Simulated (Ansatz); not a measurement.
NaLaMnMoO6:

```
Na La Mn Mo O
1.0
     5.43212   -0.01130   -0.00034
     2.44365    4.93484   -0.01855
     0.10940    2.68471    5.04562
Na La Mn Mo O
1 1 1 1 6
Direct
  0.69740 0.05972 0.73638
  0.41072 0.51412 0.00994
  0.92147 0.57866 0.41655
  0.21633 0.97870 0.33337
  0.56869 0.61375 0.56391
  0.40995 0.05114 0.05764
  0.31236 0.21070 0.45135
  0.04288 0.86047 0.12140
  0.05836 0.76646 0.60633
  0.86183 0.36628 0.20313
```

The cell was built by a generator and needn't be a form met in nature.

| Item | Value |
| --- | --- |
| Program | Ansatz 0.2.0 |
| Task | relaxation of cell and atoms |
| Functional | r2SCAN |
| Potentials or basis | Ansatz PAW |
| Cutoff | 500 eV (not typed: the program's choice for these potentials) |
| k mesh | 4 × 5 × 4 |
| Occupations | fermi-dirac, width 0.05 eV |
| Spin | collinear spin, ferromagnetic start |
| Starting moments | [0.0, 0.0, 4.0, 1.0, 0.0, 0.0, 0.0, 0.0, 0.0, 0.0] μB |

At the start: volume 13.57 Å³/atom.

**Question.** How do energy, volume and symmetry change on relaxing?

**Answer.** It ends after 15 steps and the volume is 13.03 Å³/atom (-4.0 %); space group R3 (No. 146, to 0.05 Å); moment 5.00 μB per cell.

Step by step:
```tsv
step	energy change (eV)	largest force (eV/Å)	volume (Å³)
1	0.0000	0.4348	135.66
2	-0.0417	0.1895	132.43
3	-0.0533	0.1421	132.28
4	-0.0699	0.1685	131.55
5	-0.0797	0.1815	130.29
6	-0.1111	0.3366	129.23
7	-0.1189	0.4546	128.21
8	-0.1995	1.0444	129.21
9	-0.2898	0.4311	130.73
10	-0.3094	0.1889	130.28
11	-0.3107	0.0566	130.33
12	-0.3117	0.0265	130.17
13	-0.3117	0.0421	130.33
14	-0.3118	0.0077	130.30
15	-0.3084	0.0077	130.30
```

Final structure:
```yaml
crystal:
  lattice:
    - [5.50862, 0.15347, -0.14844]
    - [2.62807, 4.84109, 0.20346]
    - [0.05525, 2.89190, 5.12592]
  atoms:
    - { symbol: Na, position: [0.68745, 0.02509, 0.76240] }
    - { symbol: La, position: [0.41932, 0.56125, 0.95827] }
    - { symbol: Mn, position: [0.90811, 0.58388, 0.42412] }
    - { symbol: Mo, position: [0.20408, 0.99197, 0.31202] }
    - { symbol: O, position: [0.57167, 0.55433, 0.56773] }
    - { symbol: O, position: [0.45930, 0.04691, 0.11327] }
    - { symbol: O, position: [0.27407, 0.10378, 0.56780] }
    - { symbol: O, position: [0.06015, 0.88035, 0.11342] }
    - { symbol: O, position: [0.02206, 0.80639, 0.56774] }
    - { symbol: O, position: [0.89378, 0.44604, 0.11322] }
```

Caveat: the magnetic or orbital state may not be the lowest; the plane-wave basis is chosen anew once the cell has moved, so the energies of steps on either side of that aren't comparable; a cell with one magnetic atom can't hold antiferromagnetic order, which such compounds often take; the PAW data sets come from PBE, with cores solved anew for the run's functional, which leaves a small shift of forces and pressure.
